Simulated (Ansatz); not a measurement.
**Ga4Sb3P: the cell at several levels of theory**

Aim: relax Ga4Sb3P as one 8-atom ordering (Cm) on the zincblende lattice with PBE and r2SCAN and see how far the functionals disagree on the cell. This is a trial cell built on a prototype, not taken from a measured structure, and it needn't be the compound's ground state.

Code: Ansatz 0.2.0. PAW datasets, plane waves, zero pressure. Simulation only: spin-unpolarised, and no claim that this is the phase found in nature.

### 1 The structure to begin with

This is the cell as the run starts from it, not yet at rest; its lengths are not the crystal's.

Space group Cm (No. 8), monoclinic; conventional cell a = 13.568 Å, b = 4.091 Å, c = 7.086 Å, β = 100.0°, 24.21 Å³ an atom. Around P lie 4 Ga at 2.51 Å; around Sb lie 4 Ga at 2.51 Å; around Ga lie 2 Sb at 2.51 Å and 2 P at 2.51 Å.

Coordinates:

```cif
data_structure
_symmetry_space_group_name_H-M 'Cm'
_symmetry_Int_Tables_number 8
_cell_length_a 13.5685
_cell_length_b 4.0911
_cell_length_c 7.0859
_cell_angle_alpha 90.000
_cell_angle_beta 100.025
_cell_angle_gamma 90.000
_cell_volume 387.33
loop_
_atom_site_label
_atom_site_type_symbol
_atom_site_symmetry_multiplicity
_atom_site_Wyckoff_symbol
_atom_site_fract_x
_atom_site_fract_y
_atom_site_fract_z
_atom_site_occupancy
P1 P 2 a 0.00000 0.00000 0.00000 1
Sb1 Sb 2 a 0.00000 0.50000 0.50000 1
Sb2 Sb 2 a 0.25000 0.50000 0.25000 1
Sb3 Sb 2 a 0.25000 0.00000 0.75000 1
Ga1 Ga 2 a 0.43750 0.00000 0.81250 1
Ga2 Ga 2 a 0.43750 0.50000 0.31250 1
Ga3 Ga 2 a 0.18750 0.00000 0.06250 1
Ga4 Ga 2 a 0.18750 0.50000 0.56250 1
```

### 2 PBE: cell and atoms

File input.yaml:

```yaml
crystal:
  lattice:
    - [6.7842490711, -2.0455280594, 0.0]
    - [6.7842490711, 2.0455280594, 0.0]
    - [-1.2334998311, 0.0, 6.9777287613]
  atoms:
    - { symbol: P, position: [0.0, 0.0, 0.0] }
    - { symbol: Sb, position: [0.5, 0.5, 0.5] }
    - { symbol: Sb, position: [0.75, 0.75, 0.25] }
    - { symbol: Sb, position: [0.25, 0.25, 0.75] }
    - { symbol: Ga, position: [0.4375, 0.4375, 0.8125] }
    - { symbol: Ga, position: [0.9375, 0.9375, 0.3125] }
    - { symbol: Ga, position: [0.1875, 0.1875, 0.0625] }
    - { symbol: Ga, position: [0.6875, 0.6875, 0.5625] }
kpoints:
  mp_grid: { grid: [6, 6, 4] }
hamiltonian:
  xc: pbe
scf:
  occupations: { method: fermi_dirac, width: 0.02 }
relax:
  f_tol: 0.005
  cell: {}
```

The run is started by

```
$ ansatz run input.yaml --threads 4 --pin off --max-ram 6451MiB --backend cpu --events-out ev --progress --plain --runs-dir out
```

Further steps of the session: r2SCAN: cell and atoms.

**Question.** What will these runs give? Wanted: for each run, a; b; c; β; volume; space group; SCF geometries.

The runs gave:

```
 level   a (Å)  b (Å)  c (Å)    β (°)  volume (Å³/atom)  space group  SCF geometries
r2SCAN  13.962  4.222  7.303  100.084            26.488           Cm               6
```

In words: The first relaxation changed the volume by +9.4 % from the start.
